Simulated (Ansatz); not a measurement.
# C2H6FNO2W: how energies converge with the basis set

How large a basis does C2H6FNO2W need? Two functionals are run in growing sets.

Method: one geometry, several basis sets; program: Ansatz 0.2.0, Gaussian basis.

The runs, in order: PBE0-D4/def2-SVP; ωB97M-V/def2-SVP; PBE0-D4/def2-QZVPP; ωB97M-V/def2-QZVPP; the functionals' def2-TZVPP values are taken from earlier runs.

## 1. The geometry

The geometry comes from an earlier relaxation with PBE0-D4 in a triple-zeta def2 set; it is a stationary point, not always the lowest conformer. W takes the def2 core potential; no spin-orbit term is included.

SMILES `C[N](C)[W](=[O])(=[O])[F]`, 13 atoms, charge 0, spin multiplicity 1.

Atoms are counted from 1 here; the program's logs count them from 0.

Bond lengths: C1–N2 1.452 Å, C1–H8 1.096 Å, C1–H9 1.096 Å, C1–H10 1.090 Å, N2–C3 1.452 Å, N2–W4 1.920 Å, C3–H11 1.096 Å, C3–H12 1.095 Å, C3–H13 1.090 Å, W4–O5 1.708 Å, W4–O6 1.708 Å, W4–F7 1.873 Å. Angles: N2–C1–H8 110.2°, N2–C1–H9 110.3°, N2–C1–H10 110.9°, H8–C1–H9 108.3°, H8–C1–H10 108.6°, H9–C1–H10 108.4°, C1–N2–C3 113.4°, C1–N2–W4 123.2°, C3–N2–W4 123.2°, N2–C3–H11 110.3°, N2–C3–H12 110.2°, N2–C3–H13 110.9°, H11–C3–H12 108.3°, H11–C3–H13 108.4°, H12–C3–H13 108.6°, N2–W4–O5 107.4°, N2–W4–O6 107.4°, N2–W4–F7 109.9° and more.

Geometry (Å):

```xyz
13
C2H6FNO2W
C    -0.4829   -0.2110    1.4322
N     0.0195   -0.1143    0.0737
C     1.1708   -0.9624   -0.1763
W    -0.6583    1.1421   -1.2106
O     0.6470    1.6053   -2.2101
O    -1.2750    2.4775   -0.3425
F    -2.0112    0.3450   -2.2309
H    -0.8379   -1.2276    1.6336
H     0.3123    0.0249    2.1487
H    -1.3075    0.4830    1.5927
H     1.9744   -0.7301    0.5319
H     0.8985   -2.0166   -0.0552
H     1.5503   -0.8158   -1.1872
```

## 2. PBE0-D4 in def2-SVP

Contents of in.yaml:

```yaml
crystal:
  periodic: [false, false, false]
  atoms:
    - {symbol: C, position_ang: [-0.482850, -0.211031, 1.432189]}
    - {symbol: N, position_ang: [0.019501, -0.114285, 0.073685]}
    - {symbol: C, position_ang: [1.170813, -0.962391, -0.176284]}
    - {symbol: W, position_ang: [-0.658294, 1.142071, -1.210614]}
    - {symbol: O, position_ang: [0.647009, 1.605341, -2.210063]}
    - {symbol: O, position_ang: [-1.275019, 2.477454, -0.342464]}
    - {symbol: F, position_ang: [-2.011175, 0.345039, -2.230904]}
    - {symbol: H, position_ang: [-0.837932, -1.227641, 1.633562]}
    - {symbol: H, position_ang: [0.312288, 0.024906, 2.148709]}
    - {symbol: H, position_ang: [-1.307540, 0.482973, 1.592664]}
    - {symbol: H, position_ang: [1.974430, -0.730084, 0.531904]}
    - {symbol: H, position_ang: [0.898501, -2.016567, -0.055160]}
    - {symbol: H, position_ang: [1.550258, -0.815774, -1.187243]}
basis:
  gaussian: {orbitals: def2-SVP}
hamiltonian: {xc: pbe0, dispersion: d4}
output: {orbitals: {seedname: orbitals}}
```

On the command line:

```bash
$ ansatz run in.yaml --threads 2 --pin off --events-out ev --progress --plain --max-ram 32768MiB --backend cpu
```

Output:

```text
Functional definition: PBE0
  name "PBE0"
  cite "Adamo & Barone, J. Chem. Phys. 110, 6158 (1999) doi:10.1063/1.478522"
  cite "Perdew, Burke & Ernzerhof, Phys. Rev. Lett. 77, 3865 (1996) doi:10.1103/PhysRevLett.77.3865"
  parent pbe
  parameter a = 0.25
  parameter kappa = 0.804
  parameter beta = 0.06672455060314922
  exchange = (1 - a)*pbe_x(kappa = kappa, mu = beta*pi^2/3) + a*exact_x
  correlation = pbe_c(beta = beta)
1617 factors; their error is unknown
mean field evaluation 1: about -12264.5748 eV, gradient 1.0e2 eV
mean field evaluation 2: about -12118.1048 eV, gradient 2.8e2 eV
mean field evaluation 4: about -12282.7169 eV, gradient 2.3e1 eV
mean field evaluation 8: about -12283.7094 eV, gradient 2.1e-1 eV
mean field evaluation 16: about -12283.7594 eV, gradient 3.6e-4 eV
mean field -12283.75941273 eV, -451.4198321865 hartree, gradient 5.4e-5 eV, S^2 0.000000; 0 other end points of the search recorded, 0 dependent functions left out
reference -12283.75946269 eV, -451.4198340228 hartree; 32, 32 occupied and 114, 114 virtual orbitals, 1617 factors
Total energy: -12284.04006102 eV, -451.4301458209 hartree
```

Wall time 3.4 s (2 threads of AMD EPYC 7R13, shared host).

## 3. ωB97M-V in def2-SVP

Edit in.yaml of step 2 so:

```diff
@@ -18,3 +18,3 @@
   gaussian: {orbitals: def2-SVP}
-hamiltonian: {xc: pbe0, dispersion: d4}
+hamiltonian: {xc: {name: wB97M-V}}
 output: {orbitals: {seedname: orbitals}}
```

The command is unchanged.

Output, shortened:

```text
Functional definition: wB97M-V
  name "wB97M-V"
  cite "Mardirossian & Head-Gordon, J. Chem. Phys. 144, 214110 (2016) doi:10.1063/1.4952647"
  cite "Becke, J. Chem. Phys. 107, 8554 (1997) doi:10.1063/1.475007"
  cite "Vydrov & Van Voorhis, J. Chem. Phys. 133, 244103 (2010) doi:10.1063/1.3521275"
  # Of w^i u^j: cxij and so on, Table III.
[...]
  gx(w, u) = 1 - cx + cx01*u + cx10*w
  gss(w, u) = css00 + css04*u^4 + css10*w + css20*w^2 + css43*w^4*u^3
  gos(w, u) = cos00 + cos10*w + (cos20 + cos21*u)*w^2 + (cos60 + cos61*u)*w^6
[...]
      + integral(e_c_pw_mod_opposite_spin*gos(b97_w_opposite, b97_u_opposite)) + vv10(b, c)
1592 factors; their error is unknown
351 factors; integrals over basis functions are off by at most 8.0e-5 eV
[...]
mean field -12288.80461528 eV, -451.6052399608 hartree, gradient 6.3e-5 eV, S^2 0.000000; 0 other end points of the search recorded, 0 dependent functions left out
reference -12288.80469330 eV, -451.6052428279 hartree; 32, 32 occupied and 114, 114 virtual orbitals, 1592 factors
Total energy: -12288.80469330 eV, -451.6052428279 hartree
```

It took 12 s on 2 threads of AMD EPYC 7R13, shared host.

## 4. PBE0-D4 in def2-QZVPP

Edit in.yaml of step 3 so:

```diff
@@ -17,4 +17,4 @@
 basis:
-  gaussian: {orbitals: def2-SVP}
-hamiltonian: {xc: {name: wB97M-V}}
+  gaussian: {orbitals: "def2-QZVPP.json"}
+hamiltonian: {xc: pbe0, dispersion: d4}
 output: {orbitals: {seedname: orbitals}}
```

On the command line:

```bash
$ ansatz run in.yaml --threads 2 --pin off --events-out ev --progress --plain --max-ram 32768MiB --backend cuda --devices 0, --max-vram 18GiB
```

Output:

```text
Functional definition: PBE0
  name "PBE0"
  cite "Adamo & Barone, J. Chem. Phys. 110, 6158 (1999) doi:10.1063/1.478522"
  cite "Perdew, Burke & Ernzerhof, Phys. Rev. Lett. 77, 3865 (1996) doi:10.1103/PhysRevLett.77.3865"
  parent pbe
  parameter a = 0.25
  parameter kappa = 0.804
  parameter beta = 0.06672455060314922
  exchange = (1 - a)*pbe_x(kappa = kappa, mu = beta*pi^2/3) + a*exact_x
  correlation = pbe_c(beta = beta)
1918 factors; their error is unknown
mean field evaluation 1: about -12274.1205 eV, gradient 1.1e2 eV
mean field evaluation 2: about -12115.3562 eV, gradient 3.1e2 eV
mean field evaluation 4: about -12295.9211 eV, gradient 3.0e1 eV
mean field evaluation 8: about -12297.4795 eV, gradient 2.6e-1 eV
mean field evaluation 16: about -12297.4982 eV, gradient 4.6e-4 eV
mean field -12297.49823434 eV, -451.9247245684 hartree, gradient 3.8e-5 eV, S^2 0.000000; 0 other end points of the search recorded, 0 dependent functions left out
reference -12297.49827889 eV, -451.9247262055 hartree; 32, 32 occupied and 571, 571 virtual orbitals, 1918 factors
Total energy: -12297.77887721 eV, -451.9350380036 hartree
```

Run time: 9.5 s. Hardware: 1 × H100 (card shared with other runs) with 2 threads of AMD EPYC 7R13, shared host; peak host memory 1.2 GiB.

## 5. ωB97M-V in def2-QZVPP

Edit in.yaml of step 4 so:

```diff
@@ -18,3 +18,3 @@
   gaussian: {orbitals: "def2-QZVPP.json"}
-hamiltonian: {xc: pbe0, dispersion: d4}
+hamiltonian: {xc: {name: wB97M-V}}
 output: {orbitals: {seedname: orbitals}}
```

Same command.

Output, shortened:

```text
Functional definition: wB97M-V
  name "wB97M-V"
  cite "Mardirossian & Head-Gordon, J. Chem. Phys. 144, 214110 (2016) doi:10.1063/1.4952647"
  cite "Becke, J. Chem. Phys. 107, 8554 (1997) doi:10.1063/1.475007"
  cite "Vydrov & Van Voorhis, J. Chem. Phys. 133, 244103 (2010) doi:10.1063/1.3521275"
  # Of w^i u^j: cxij and so on, Table III.
[...]
  gx(w, u) = 1 - cx + cx01*u + cx10*w
  gss(w, u) = css00 + css04*u^4 + css10*w + css20*w^2 + css43*w^4*u^3
  gos(w, u) = cos00 + cos10*w + (cos20 + cos21*u)*w^2 + (cos60 + cos61*u)*w^6
[...]
      + integral(e_c_pw_mod_opposite_spin*gos(b97_w_opposite, b97_u_opposite)) + vv10(b, c)
1878 factors; their error is unknown
466 factors; integrals over basis functions are off by at most 9.8e-6 eV
[...]
mean field -12302.94916987 eV, -452.1250427543 hartree, gradient 7.8e-5 eV, S^2 0.000000; 0 other end points of the search recorded, 0 dependent functions left out
reference -12302.94924169 eV, -452.1250453937 hartree; 32, 32 occupied and 571, 571 virtual orbitals, 1878 factors
Total energy: -12302.94924169 eV, -452.1250453937 hartree
```

Run time: 13 s. Hardware: 1 × H100 (card shared with other runs) with 2 threads of AMD EPYC 7R13, shared host; peak host memory 1.3 GiB.

## 6. Density functionals: the series

The def2-TZVPP values come from earlier runs at the same geometry.

| functional | basis | functions | energy (eV) | from the largest (eV) | HOMO (eV) | LUMO (eV) |
| --- | --- | --- | --- | --- | --- | --- |
| PBE0-D4 | def2-SVP | 146 | -12284.0401 | 13.739 | -7.85 | -1.45 |
| PBE0-D4 | def2-TZVPP | 326 | -12297.1858 | 0.593 | -7.90 | -1.41 |
| PBE0-D4 | def2-QZVPP | 603 | -12297.7789 | 0.000 | -7.91 | -1.44 |
| ωB97M-V | def2-SVP | 146 | -12288.8047 | 14.145 | -10.08 | 0.72 |
| ωB97M-V | def2-TZVPP | 326 | -12302.3848 | 0.564 | -10.13 | 0.73 |
| ωB97M-V | def2-QZVPP | 603 | -12302.9492 | 0.000 | -10.15 | 0.62 |

## 7. Outcome

| quantity | value |
| --- | --- |
| PBE0-D4: double and triple zeta above quadruple | 13.74, 0.59 eV |
| ωB97M-V: double and triple zeta above quadruple | 14.14, 0.56 eV |

What this shows: For PBE0-D4 the step from double to triple zeta gains 13.15 eV and the next only 0.59 eV. Total energies overstate the basis error of differences, where much of it tends to cancel.
